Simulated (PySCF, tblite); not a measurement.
# AlCl4O2Si−, a fragment of a glass network (2-ring): NMR shifts, core binding energies and electronic excitations

What NMR shifts, core binding energies and electronic excitations should one expect for `[Cl][Al-]1([Cl])[O][Si](Cl)(Cl)[O]1`? It is drawn as: Si Al, Cl ends, O bridges.

Computed with tblite 0.8.0 and PySCF 2.14.0; each step states its level. No surroundings beyond the atoms listed, unless a continuum is named. Atoms count from 0, parts from 1.

### Step 1. Starting point

8 atoms, charge -1, multiplicity 1; geometry: distance geometry start.

### Step 2. Relaxing the cluster with GFN2-xTB

Job settings and geometry (Å):

```
{"job": {"kind": "relax", "xc": "GFN2-xTB", "basis": "xTB"}, "charge": -1, "multiplicity": 1}
Cl    -0.804290     1.881409     3.497220
Al    -1.085231     0.950813     1.506922
Cl    -3.038836     1.286304     0.544291
O     -0.510112    -0.849845     1.429579
Si     0.854919    -0.511187     0.318103
Cl     2.730021    -0.834080     1.226355
Cl     0.607454    -1.401804    -1.561342
O      0.367516     1.218998     0.334041
```

Method: GFN2-xTB geometry optimisation, gas phase.

Started as:

```
$ OMP_NUM_THREADS=1 python cluster_run.py task.json out
```

One launch serves the whole session: the jobs run in the order shown.

What it wrote:

```text
step      E/eV     max force
  0    -809.93482    4.884
  1    -810.56308    2.988
  2    -810.62686    6.970
  3    -811.05879    1.206
  4    -811.17890    0.955
  5    -811.33958    0.875
  6    -811.36223    0.421
  7    -811.36956    0.157
  8    -811.37244    0.107
  9    -811.37297    0.100
 10    -811.37566    0.124
 11    -811.37728    0.148
 12    -811.38000    0.147
 13    -811.38201    0.117
 14    -811.38313    0.060
 15    -811.38344    0.036
 16    -811.38351    0.022
 17    -811.38354    0.015
 18    -811.38356    0.012
 19    -811.38357    0.011
 20    -811.38358    0.009
 21    -811.38359    0.006
```

Wall time 1.1 s (1 thread of Intel Xeon Platinum 8259CL at 2.50GHz, shared host).

Step by step:

| step | energy from step 0 (eV) | largest force (eV/Å) |
| --- | --- | --- |
| 0 | 0.0000 | 4.8843 |
| 1 | -0.6283 | 2.9884 |
| 2 | -0.6920 | 6.9709 |
| 3 | -1.1240 | 1.2057 |
| 4 | -1.2441 | 0.9547 |
| 5 | -1.4048 | 0.8757 |
| 6 | -1.4274 | 0.4215 |
| 7 | -1.4347 | 0.1575 |
| 8 | -1.4376 | 0.1076 |
| 9 | -1.4382 | 0.1000 |
| 10 | -1.4408 | 0.1242 |
| 11 | -1.4425 | 0.1475 |
| 12 | -1.4452 | 0.1468 |
| 13 | -1.4472 | 0.1173 |
| 14 | -1.4483 | 0.0598 |
| 15 | -1.4486 | 0.0356 |
| 16 | -1.4487 | 0.0227 |
| 17 | -1.4487 | 0.0147 |
| 18 | -1.4487 | 0.0122 |
| 19 | -1.4488 | 0.0114 |
| 20 | -1.4488 | 0.0092 |
| 21 | -1.4488 | 0.0061 |

Distances of close pairs at the start and the end, largest changes first:

| bond | before (Å) | after (Å) | change (Å) |
| --- | --- | --- | --- |
| Al1–Si4 | 2.705 | 2.440 | -0.265 |
| Si4–O7 | 1.798 | 1.616 | -0.182 |
| O3–Si4 | 1.793 | 1.615 | -0.177 |
| Cl0–Al1 | 2.215 | 2.051 | -0.164 |
| Al1–Cl2 | 2.204 | 2.051 | -0.152 |
| Si4–Cl5 | 2.108 | 2.008 | -0.101 |
| Si4–Cl6 | 2.094 | 2.008 | -0.087 |
| Al1–O3 | 1.892 | 1.851 | -0.041 |

### Step 3. Optimising the geometry at PBE0-D3(BJ)/def2-SVP

Job settings and geometry (Å):

```
{"job": {"xc": "PBE0", "basis": "def2-SVP", "d3": "d3bj", "grid": 2, "kind": "geom", "shake": 0.01}, "charge": -1, "multiplicity": 1}
Cl    -0.606845     1.518910     2.415944
Al    -0.938750     0.696669     0.564875
Cl    -2.760392     0.984170    -0.369209
O     -0.337729    -1.059044     0.492564
Si     0.818243    -0.623521    -0.509955
Cl     2.639664    -0.995798     0.247933
Cl     0.717283    -1.519862    -2.289701
O      0.514603     0.969923    -0.580350
```

What it wrote:

```text
step   0  E = -2521.85134550  max force = 0.040206
step   1  E = -2521.86466831  max force = 0.006494
step   2  E = -2521.86488494  max force = 0.002781
step   3  E = -2521.86493644  max force = 0.000316
step   4  E = -2521.86493751  max force = 0.000252
optimisation converged
```

Run time: 76 s. Hardware: 1 thread of Intel Xeon Platinum 8259CL at 2.50GHz, shared host; peak memory 0.66 GiB.

The steps of the relaxation:

| step | energy from step 0 (eV) | largest force component (eV/Å) |
| --- | --- | --- |
| 0 | 0.0000 | 2.0675 |
| 1 | -0.3625 | 0.3339 |
| 2 | -0.3684 | 0.1430 |
| 3 | -0.3698 | 0.0162 |
| 4 | -0.3699 | 0.0130 |

Close pairs (by a distance rule), those that changed most:

| bond | before (Å) | after (Å) | change (Å) |
| --- | --- | --- | --- |
| Cl0–Al1 | 2.052 | 2.146 | +0.093 |
| Si4–Cl6 | 1.995 | 2.076 | +0.081 |
| Al1–Cl2 | 2.067 | 2.146 | +0.078 |
| Si4–Cl5 | 2.008 | 2.076 | +0.069 |
| Al1–O7 | 1.870 | 1.825 | -0.045 |
| O3–Si4 | 1.591 | 1.634 | +0.043 |
| Al1–O3 | 1.857 | 1.826 | -0.031 |
| Al1–Si4 | 2.446 | 2.418 | -0.028 |

The next job starts from the end point, and lists it.

| at the end point | value |
| --- | --- |
| point group (found at 0.08 Å tolerance) | C2v |
| rotational constants (GHz, main isotopes) | 1.118, 0.517, 0.379 |

### Step 4. Nuclear shieldings: PBE0/aug-pcSseg-1

Job settings and geometry (Å):

```
{"job": {"kind": "nmr", "xc": "PBE0", "basis": "aug-pcSseg-1"}, "charge": -1, "multiplicity": 1}
Cl    -0.717431     1.610746     2.471886
Al    -0.896423     0.674962     0.549106
Cl    -2.835849     1.056458    -0.285541
O     -0.366096    -1.071445     0.496391
Si     0.838802    -0.630074    -0.515679
Cl     2.740169    -1.057015     0.200885
Cl     0.778864    -1.580533    -2.360552
O      0.503688     0.968527    -0.584358
```

Level: GIAO PBE0/aug-pcSseg-1 NMR shielding, non-relativistic, gas phase.

What it wrote:

```text
coarse grid: 11920 points
cycle   1  E = -2522.3330251053  dE =  9.369e-01  |g| = 1.135e+00  |ddm| = 4.541e+00
cycle   2  E = -2521.8734584737  dE =  4.596e-01  |g| = 1.917e+00  |ddm| = 3.127e+00
cycle   3  E = -2522.5738501464  dE = -7.004e-01  |g| = 1.733e-01  |ddm| = 2.120e+00
cycle   4  E = -2522.5803674413  dE = -6.517e-03  |g| = 5.710e-02  |ddm| = 3.281e-01
cycle   5  E = -2522.5810132532  dE = -6.458e-04  |g| = 1.265e-02  |ddm| = 7.944e-02
cycle   6  E = -2522.5810555299  dE = -4.228e-05  |g| = 3.653e-03  |ddm| = 1.995e-02
cycle   7  E = -2522.5810591177  dE = -3.588e-06  |g| = 6.813e-04  |ddm| = 5.706e-03
final grid: 93216 points
cycle   8  E = -2522.6414881692  dE = -2.604e-05  |g| = 9.933e-03  |ddm| = 3.729e-02
cycle   9  E = -2522.6414627347  dE =  2.543e-05  |g| = 1.506e-02  |ddm| = 2.294e-02
cycle  10  E = -2522.6415023652  dE = -3.963e-05  |g| = 1.244e-03  |ddm| = 1.553e-02
cycle  11  E = -2522.6415026009  dE = -2.357e-07  |g| = 1.631e-04  |ddm| = 1.351e-03
cycle  12  E = -2522.6415026063  dE = -5.413e-09  |g| = 5.947e-05  |ddm| = 2.508e-04
cycle  13  E = -2522.6415026069  dE = -5.184e-10  |g| = 2.934e-05  |ddm| = 8.533e-05
converged SCF energy = -2522.6415026069

GIAO shielding tensors (ppm)
atom      isotropic    diamagn.    paramagn.     s11        s22        s33       span
  0 Cl     980.176    1150.514    -170.339    916.031    939.711   1084.785    168.754
  1 Al     473.911     792.624    -318.712    439.217    482.456    500.061     60.844
  2 Cl     980.334    1150.504    -170.171    916.293    939.764   1084.945    168.652
  3 O      158.735     420.188    -261.453    133.515    146.078    196.613     63.098
  4 Si     381.302     866.505    -485.204    350.507    375.986    417.411     66.905
  5 Cl     836.685    1147.176    -310.490    699.754    770.730   1039.573    339.819
  6 Cl     836.727    1147.164    -310.437    699.865    770.712   1039.603    339.739
  7 O      158.780     420.187    -261.406    133.539    146.179    196.624     63.085
```

It took 56 s on 1 thread of Intel Xeon Platinum 8259CL at 2.50GHz, shared host; peak memory 1.1 GiB.

No reference compound was run at this level, so shieldings alone are listed. Atoms listed in one row are averaged.

| atoms | environment | σ (ppm) |
| --- | --- | --- |
| Cl5, Cl6 | chlorine bonded to Si | 837 |
| Cl0, Cl2 | chlorine bonded to Al | 980 |
| Al1 |  | 473.9 |
| O3, O7 | oxygen bonded to Al, Si, in a 4-membered ring | 158.8 |
| Si4 |  | 381.3 |

Charges from the same density, by scheme (e):

| atoms | IAO | Hirshfeld | ESP fit |
| --- | --- | --- | --- |
| Cl0, Cl2 | -0.44 | -0.29 | -0.39 |
| Al1 | 1.08 | 0.40 | 0.74 |
| O3, O7 | -0.94 | -0.43 | -0.50 |
| Si4 | 1.37 | 0.38 | 0.43 |
| Cl5, Cl6 | -0.35 | -0.17 | -0.20 |

Mulliken charges and Mayer bond orders break down with diffuse functions, so they are left out here.

With diffuse functions Mulliken charges and Mayer bond orders lose their meaning; the other schemes are steadier.

Ring of atoms Al1, O3, Si4, O7: NICS(0) -9.8, NICS(1) -2.9, NICS(1)zz -0.6 ppm (means of both faces). The ring holds saturated atoms, so no π current runs round it: these values come from its σ bonds, any local π bonds and neighbouring rings, and say nothing of aromaticity.

### Step 5. Core holes by ΔSCF: SCAN, X2C

Settings changed since step 4:

```diff
@@ -1,2 +1,2 @@
-{"job": {"kind": "nmr", "xc": "PBE0", "basis": "aug-pcSseg-1"}, "charge": -1, "multiplicity": 1}
+{"job": {"kind": "xps", "holes": 5, "basis": "aug-pcX-2", "basis_other": "aug-pcseg-1"}, "charge": -1, "multiplicity": 1}
 Cl    -0.717431     1.610746     2.471886
```

Method: delta-SCF UKS SCAN, aug-pcX-2 on the ionised atom, aug-pcseg-1 elsewhere, spin-free X2C.

What it wrote:

```text
ground state, core basis on atom 0 (Cl), 257 functions
  cycle   1  E = -2529.77547663  |g| = 1.13e+00
  cycle   2  E = -2528.95245807  |g| = 2.30e+00
  cycle   3  E = -2530.02031857  |g| = 2.66e-01
  cycle   4  E = -2530.03678746  |g| = 9.46e-02
  cycle   5  E = -2530.03855052  |g| = 2.83e-02
  cycle   6  E = -2530.03875642  |g| = 6.01e-03
  cycle   7  E = -2530.03876706  |g| = 1.56e-03
  cycle   8  E = -2530.03876926  |g| = 7.42e-04
  cycle   9  E = -2530.03876669  |g| = 3.63e-04
  E(ground) = -2530.11233917 Eh
hole in Cl 2p of atom 0
  cycle   1  E = -2522.13525448  |g| = 1.71e+00
  cycle   2  E = -2522.27129620  |g| = 1.16e+00
  cycle   3  E = -2522.57892913  |g| = 2.05e-01
  cycle   4  E = -2522.58854086  |g| = 1.62e-01
  cycle   5  E = -2522.59970590  |g| = 4.33e-02
  cycle   6  E = -2522.60032483  |g| = 1.85e-02
  cycle   7  E = -2522.60050433  |g| = 4.90e-03
  cycle   8  E = -2522.60051468  |g| = 2.15e-03
  cycle   9  E = -2522.60051644  |g| = 9.17e-04
  cycle  10  E = -2522.60051741  |g| = 1.16e-04
  E(ion) = -2522.68220748 Eh   <S^2> = 0.7517   hole on atom = 1.001   binding energy = 202.184 eV
  2p3/2 = 201.610 eV   2p1/2 = 203.264 eV
ground state, core basis on atom 1 (Al), 257 functions
  cycle   1  E = -2529.92768777  |g| = 2.37e-01
  cycle   2  E = -2529.92772379  |g| = 3.84e-02
  cycle   3  E = -2529.92767697  |g| = 3.45e-02
  cycle   4  E = -2529.92789776  |g| = 7.88e-03
  cycle   5  E = -2529.92791121  |g| = 2.28e-03
  cycle   6  E = -2529.92791509  |g| = 2.97e-04
  E(ground) = -2529.98375646 Eh
hole in Al 2p of atom 1
  cycle   1  E = -2526.79206089  |g| = 1.10e+00
  cycle   2  E = -2526.54828065  |g| = 1.16e+00
  cycle   3  E = -2526.99922546  |g| = 3.74e-01
  cycle   4  E = -2527.07911511  |g| = 7.22e-02
  cycle   5  E = -2527.08086770  |g| = 3.72e-02
  cycle   6  E = -2527.08136400  |g| = 1.59e-02
  cycle   7  E = -2527.08146026  |g| = 4.50e-03
  cycle   8  E = -2527.08146672  |g| = 1.26e-03
  cycle   9  E = -2527.08147018  |g| = 4.05e-04
  E(ion) = -2527.14100777 Eh   <S^2> = 0.7518   hole on atom = 1.004   binding energy = 77.355 eV
  2p3/2 = 77.269 eV   2p1/2 = 77.699 eV
ground state, core basis on atom 3 (O), 246 functions
  cycle   1  E = -2529.88287385  |g| = 1.15e-01
  cycle   2  E = -2529.87928990  |g| = 1.58e-01
  cycle   3  E = -2529.88322302  |g| = 5.50e-02
  cycle   4  E = -2529.88369990  |g| = 1.88e-02
  cycle   5  E = -2529.88377183  |g| = 2.04e-03
  cycle   6  E = -2529.88377000  |g| = 4.82e-04
  E(ground) = -2529.97238657 Eh
hole in O 1s of atom 3
  cycle   1  E = -2509.44121958  |g| = 2.23e+00
  cycle   2  E = -2508.80151582  |g| = 2.31e+00
  cycle   3  E = -2510.15629969  |g| = 5.77e-01
  cycle   4  E = -2510.16993477  |g| = 5.41e-01
  cycle   5  E = -2510.28292112  |g| = 1.08e-01
  cycle   6  E = -2510.28742354  |g| = 4.73e-02
  cycle   7  E = -2510.28871561  |g| = 7.71e-03
  cycle   8  E = -2510.28874704  |g| = 2.42e-03
  cycle   9  E = -2510.28874899  |g| = 9.62e-04
  cycle  10  E = -2510.28875304  |g| = 4.02e-04
  E(ion) = -2510.37706548 Eh   <S^2> = 0.7634   hole on atom = 1.000   binding energy = 533.216 eV
ground state, core basis on atom 4 (Si), 257 functions
  cycle   1  E = -2529.96346085  |g| = 3.03e-01
  cycle   2  E = -2529.95625370  |g| = 2.24e-01
  cycle   3  E = -2529.95680120  |g| = 2.15e-01
  cycle   4  E = -2529.96545577  |g| = 3.76e-02
  cycle   5  E = -2529.96573954  |g| = 6.79e-03
  cycle   6  E = -2529.96574601  |g| = 2.27e-03
  cycle   7  E = -2529.96574335  |g| = 5.12e-04
  cycle   8  E = -2529.96574346  |g| = 1.25e-04
  E(ground) = -2530.01577203 Eh
hole in Si 2p of atom 4
  cycle   1  E = -2525.76180993  |g| = 1.25e+00
  cycle   2  E = -2524.66561378  |g| = 1.73e+00
  cycle   3  E = -2525.91867619  |g| = 5.50e-01
  cycle   4  E = -2526.08662356  |g| = 1.24e-01
  cycle   5  E = -2526.08964291  |g| = 9.67e-02
  cycle   6  E = -2526.09297569  |g| = 3.18e-02
  cycle   7  E = -2526.09343862  |g| = 1.17e-02
  cycle   8  E = -2526.09351426  |g| = 4.35e-03
  cycle   9  E = -2526.09352030  |g| = 2.97e-03
  cycle  10  E = -2526.09352267  |g| = 5.22e-04
  cycle  11  E = -2526.09352481  |g| = 1.88e-04
  E(ion) = -2526.15164476 Eh   <S^2> = 0.7514   hole on atom = 1.003   binding energy = 105.148 eV
  2p3/2 = 104.964 eV   2p1/2 = 105.590 eV
ground state, core basis on atom 5 (Cl), 257 functions
  cycle   1  E = -2530.03904564  |g| = 4.87e-01
  cycle   2  E = -2530.03876101  |g| = 7.34e-02
  cycle   3  E = -2530.03733390  |g| = 1.07e-01
  cycle   4  E = -2530.03957106  |g| = 1.73e-02
  cycle   5  E = -2530.03961563  |g| = 5.76e-03
  cycle   6  E = -2530.03962637  |g| = 8.33e-04
  cycle   7  E = -2530.03962675  |g| = 1.71e-04
  E(ground) = -2530.11403243 Eh
hole in Cl 2p of atom 5
  cycle   1  E = -2522.09725710  |g| = 1.71e+00
  cycle   2  E = -2520.41031979  |g| = 1.79e+00
  cycle   3  E = -2522.19845387  |g| = 7.17e-01
  cycle   4  E = -2522.55051643  |g| = 1.53e-01
  cycle   5  E = -2522.55842290  |g| = 1.28e-01
  cycle   6  E = -2522.56571872  |g| = 3.39e-02
  cycle   7  E = -2522.56611368  |g| = 1.92e-02
  cycle   8  E = -2522.56627161  |g| = 5.25e-03
  cycle   9  E = -2522.56628452  |g| = 1.80e-03
  cycle  10  E = -2522.56628429  |g| = 1.04e-03
  cycle  11  E = -2522.56628301  |g| = 2.86e-04
  E(ion) = -2522.64850464 Eh   <S^2> = 0.7518   hole on atom = 1.001   binding energy = 203.147 eV
  2p3/2 = 202.566 eV   2p1/2 = 204.220 eV
```

Wall time 79 s (1 thread of Intel Xeon Platinum 8259CL at 2.50GHz, shared host); peak memory 0.86 GiB.

The holes in one table. −ε is the ground-state orbital energy:

| hole | stands for | environment | ΔSCF (eV; 2p as the shell's mean) | −ε (eV) | ⟨S²⟩ |
| --- | --- | --- | --- | --- | --- |
| Cl2p on Cl0 | Cl0, Cl2 | chlorine bonded to Al | 202.16 | 189.1 | 0.752 |
| Al2p on Al1 | Al1 |  | 77.41 | 67.7 | 0.752 |
| O1s on O3 | O3, O7 | oxygen bonded to Al, Si, in a 4-membered ring | 533.22 | 512.2 | 0.763 |
| Si2p on Si4 | Si4 |  | 105.17 | 94.5 | 0.751 |
| Cl2p on Cl5 | Cl5, Cl6 | chlorine bonded to Si | 203.12 | 190.1 | 0.752 |

Each hole run stands for the others of its class of like atoms.

With the spin-orbit splitting: Cl0 2p3/2 201.61, 2p1/2 203.26 eV; Al1 2p3/2 77.27, 2p1/2 77.70 eV; Si4 2p3/2 104.96, 2p1/2 105.59 eV; Cl5 2p3/2 202.57, 2p1/2 204.22 eV. The table gives each 2p level as the mean over the whole 2p shell (two parts 2p3/2, one part 2p1/2), which differs a little from the single hole in the log.

### Step 6. Ultraviolet spectrum: CAM-B3LYP/def2-SVPD

Settings changed since step 5:

```diff
@@ -1,2 +1,2 @@
-{"job": {"kind": "xps", "holes": 5, "basis": "aug-pcX-2", "basis_other": "aug-pcseg-1"}, "charge": -1, "multiplicity": 1}
+{"job": {"kind": "uv", "xc": "CAM-B3LYP", "basis": "def2-SVPD", "nstates": 6, "ntriplets": 2, "ip": true}, "charge": -1, "multiplicity": 1}
 Cl    -0.717431     1.610746     2.471886
```

Method: TDDFT CAM-B3LYP/def2-SVPD, vertical, gas phase, core orbitals frozen in the response.

What it wrote:

```text
coarse grid: 11920 points
cycle   1  E = -2522.3783224259  dE =  9.123e-01  |g| = 1.113e+00  |ddm| = 5.021e+00
cycle   2  E = -2522.1707209642  dE =  2.076e-01  |g| = 1.559e+00  |ddm| = 3.474e+00
cycle   3  E = -2522.6305850349  dE = -4.599e-01  |g| = 1.111e-01  |ddm| = 1.627e+00
cycle   4  E = -2522.6334133613  dE = -2.828e-03  |g| = 3.583e-02  |ddm| = 2.644e-01
cycle   5  E = -2522.6337633323  dE = -3.500e-04  |g| = 6.054e-03  |ddm| = 1.019e-01
cycle   6  E = -2522.6337745838  dE = -1.125e-05  |g| = 1.629e-03  |ddm| = 1.373e-02
cycle   7  E = -2522.6337755195  dE = -9.357e-07  |g| = 4.028e-04  |ddm| = 6.603e-03
final grid: 93216 points
cycle   8  E = -2522.9227874596  dE = -1.099e-05  |g| = 2.514e-03  |ddm| = 3.310e-02
cycle   9  E = -2522.9227881946  dE = -7.349e-07  |g| = 1.803e-03  |ddm| = 9.347e-03
cycle  10  E = -2522.9227889541  dE = -7.596e-07  |g| = 1.947e-04  |ddm| = 3.534e-03
cycle  11  E = -2522.9227889638  dE = -9.667e-09  |g| = 7.785e-05  |ddm| = 4.681e-04
cycle  12  E = -2522.9227889651  dE = -1.255e-09  |g| = 4.112e-05  |ddm| = 1.329e-04
cycle  13  E = -2522.9227889654  dE = -3.238e-10  |g| = 6.723e-06  |ddm| = 5.072e-05
converged SCF energy = -2522.9227889654

Static polarisability (au): isotropic 107.761, principal 85.715 116.408 121.161

Singlet excitations
state   eV       nm        f      main configurations
  1   7.0536    175.8   0.00000   H->L 0.78
  2   7.1638    173.1   0.01925   H-1->L 0.69, H-1->L+1 0.19
  3   7.3626    168.4   0.02297   H-2->L 0.80
  4   7.4687    166.0   0.00221   H-4->L 0.62, H-4->L+1 0.10
  5   7.4880    165.6   0.00000   H-3->L 0.48, H->L+1 0.31
  6   7.7086    160.8   0.06010   H-5->L 0.62, H-5->L+1 0.14

Triplet excitations (Tamm-Dancoff, eV): 6.8512 6.9832
Vertical ionisation energy (delta-SCF) = 6.9710 eV
```

Wall time 3.5 min (1 thread of Intel Xeon Platinum 8259CL at 2.50GHz, shared host); peak memory 1.1 GiB.

Frontier orbitals and where they lie:

| orbital | eV | atoms |
| --- | --- | --- |
| HOMO−3 | -6.86 | Cl0 30 %, Cl2 28 %, O7 12 % |
| HOMO−2 | -6.60 | O3 40 %, O7 40 %, Al1 6 % |
| HOMO−1 | -6.32 | Cl0 45 %, Cl2 44 % |
| HOMO | -6.29 | O3 26 %, O7 26 %, Cl0 18 % |
| LUMO | 3.42 | Al1 36 %, Cl6 15 %, Cl5 15 % |
| LUMO+1 | 3.92 | Cl6 19 %, Cl5 19 %, Al1 18 % |
| LUMO+2 | 4.55 | Cl5 44 %, Cl6 44 % |

With each of the 6 states as a Gaussian band of 0.4 eV half-width at 1/e, the curve within the window shown has maxima at 164 nm (ε 3,200) L/(mol cm). Beyond the last state computed it falls off for lack of states. The curve at chosen wavelengths:

| nm | ε (L/mol/cm) |
| --- | --- |
| 155 | 1479 |
| 156 | 1791 |
| 158 | 2400 |
| 159 | 2664 |
| 161 | 3054 |
| 162 | 3168 |
| 164 | 3230 |
| 165 | 3189 |
| 167 | 2998 |
| 168 | 2862 |
| 170 | 2539 |
| 171 | 2360 |
| 173 | 1985 |
| 174 | 1796 |
| 176 | 1425 |
| 177 | 1248 |
| 179 | 926 |
| 180 | 784 |
| 182 | 542 |
| 183 | 443 |
| 185 | 285 |
| 186 | 224 |
| 188 | 135 |
| 189 | 103 |
| 191 | 58 |
| 192 | 43 |

Further results of this job:

| property | computed |
| --- | --- |
| polarisability (Å³) | 15.97 |
| HOMO–LUMO gap (eV) | 9.71 |
| −ε(HOMO) (eV) | 6.29 |

### Step 7. Outcome

```
                                                                           quantity                                                     value
                                                                        point group                                                       C2v
                                               rotational constants (main isotopes)                                      1.12, 0.52, 0.38 GHz
shieldings of Cl, Al, O, Si (PBE0/aug-pcSseg-1, a mean where the table joins atoms)  Cl5 836.7, Cl0 980.3, Al1 473.9, O3 158.8, Si4 381.3 ppm
                                              Cl2p binding energies, SCAN/aug-pcX-2                                 Cl5 203.12, Cl0 202.16 eV
                                              Al2p binding energies, SCAN/aug-pcX-2                                              Al1 77.41 eV
                                               O1s binding energies, SCAN/aug-pcX-2                                              O3 533.22 eV
                                              Si2p binding energies, SCAN/aug-pcX-2                                             Si4 105.17 eV
                                               lowest singlet (CAM-B3LYP/def2-SVPD)                               7.05 eV (176 nm), f = 0.000
                                           brightest single state of those computed                               state 6, 7.71 eV, f = 0.060
                                                                     lowest triplet                                                   6.85 eV
                                                  vertical ionisation energy (ΔSCF)                                                   6.97 eV
```

What this shows: The start of the PBE0/def2-SVP relaxation was shaken at random by about 0.01 Å, so part of the energy gained, and of the first lengths quoted, undoes that. The optimisation took 4 steps and gained 0.370 eV; among the close pairs (by a distance rule), Cl0–Al1 changed most, from 2.052 to 2.146 Å (PBE0/def2-SVP). At PBE0/aug-pcSseg-1: The largest span, 340 ppm, is at Cl5, Cl6, where the paramagnetic term is -310 ppm. At SCAN/aug-pcX-2: Cl5 (chlorine bonded to Si) binds its Cl2p electron 0.96 eV more tightly than Cl0 (chlorine bonded to Al). The first singlet state (HOMO→LUMO 0.78) lies at 7.05 eV and is dark; of the 6 states computed, the strongest absorption comes from state 6 at 7.71 eV (the last computed, so partners may be missing). The lowest triplet lies 0.20 eV below the lowest singlet (triplets in Tamm-Dancoff, singlets in full TDDFT). In the gas-phase run even the lowest singlet lies above the computed detachment energy of this anion, so its states are not to be taken as bound. At CAM-B3LYP/def2-SVPD, all states lie near or above the ionisation energy, where they hang on the basis. The orbital energy would give 6.29 eV for ionisation, ΔSCF gives 6.97 eV.
